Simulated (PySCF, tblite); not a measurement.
# C7H12OPSi+: infrared bands and NMR shifts

What infrared bands and NMR shifts should C7H12OPSi+ (`C#C[P@@H+]1CC([SiH3])=C(OC)C1`) show?

Programs: tblite 0.8.0 and PySCF 2.14.0, with density-fitted response routines of our own. Each step states its level of theory. These are calculated values for one molecule in the gas phase, unless marked as measured. Atoms count from 0, in the outputs and in this text.

## 1. The starting structure

22 atoms, charge 1, multiplicity 1; geometry from: GFN2-xTB.

Bonds of the start (Å): C0–C1 1.20, C1–P2 1.74, P2–C3 1.82, C3–C4 1.51, C4–Si5 1.90, C4–C6 1.34, C6–O7 1.34, O7–C8 1.41, C6–C9 1.53, C9–P2 1.81, C0–H10 1.05, P2–H11 1.38, C3–H12 1.09, C3–H13 1.10, Si5–H14 1.46, Si5–H15 1.46, Si5–H16 1.46, C8–H17 1.09, C8–H18 1.09, C8–H19 1.09, C9–H20 1.10, C9–H21 1.09.

## 2. Vibrational analysis with GFN2-xTB

The job: settings as JSON, then the geometry in Å.

```
{"job": {"kind": "ir", "xc": "GFN2-xTB", "basis": "xTB"}, "charge": 1, "multiplicity": 1}
C      3.567712    -1.334673     0.695831
C      2.749472    -0.952040    -0.099569
P      1.554590    -0.364109    -1.217054
C      1.057548     1.345799    -0.850683
C     -0.190290     1.146349    -0.027610
Si    -0.992057     2.548627     0.974087
C     -0.751380    -0.066289    -0.081520
O     -1.919020    -0.298200     0.536297
C     -2.412480    -1.617213     0.669742
C     -0.048337    -1.151296    -0.908068
H      4.289545    -1.676060     1.384770
H      2.034674    -0.611350    -2.486447
H      1.840562     1.883239    -0.309496
H      0.849943     1.894092    -1.776541
H     -1.251019     2.008664     2.302921
H      0.022080     3.604658     0.986169
H     -2.198305     2.948858     0.258453
H     -3.362694    -1.516666     1.190284
H     -2.587159    -2.087450    -0.301316
H     -1.742714    -2.239049     1.270520
H     -0.584981    -1.350312    -1.842109
H      0.063900    -2.096194    -0.369511
```

**Question.** This job is followed by: GIAO PBE0/pcSseg-1 NMR shielding, non-relativistic, gas phase. What will the session give for the following? strongest single infrared mode (GFN2-xTB); zero-point energy (GFN2-xTB); 13C shifts against TMS (PBE0/pcSseg-1); 1H shifts against TMS (PBE0/pcSseg-1, means over atoms taken as alike); 31P shifts against H3PO4 (PBE0/pcSseg-1); 29Si shifts against TMS (PBE0/pcSseg-1); 17O shifts against H2O (PBE0/pcSseg-1).

The runs gave:

```
                                                              quantity                                               value
                             strongest single infrared mode (GFN2-xTB)                                780 cm⁻¹, 457 km/mol
                                          zero-point energy (GFN2-xTB)                                       99.9 kcal/mol
                                13C shifts against TMS (PBE0/pcSseg-1)     163.4, 121.3, 108.3, 63.8, 59.5, 35.6, 32.5 ppm
1H shifts against TMS (PBE0/pcSseg-1, means over atoms taken as alike)  6.93, 4.43, 4.23, 3.86, 3.85, 3.64, 3.62, 3.51 ppm
                              31P shifts against H3PO4 (PBE0/pcSseg-1)                                           -31.8 ppm
                               29Si shifts against TMS (PBE0/pcSseg-1)                                           -79.5 ppm
                                17O shifts against H2O (PBE0/pcSseg-1)                                           125.5 ppm
```

**Reading.** All 60 modes are real, so the xTB geometry is a minimum. The strongest single mode, at 780 cm⁻¹, has its largest shares on H15, H16 and H14 (the list is cut at 3 atoms). Unscaled tight-binding wavenumbers are off by several per cent, some by more. Its intensities can rank the bands wrongly.
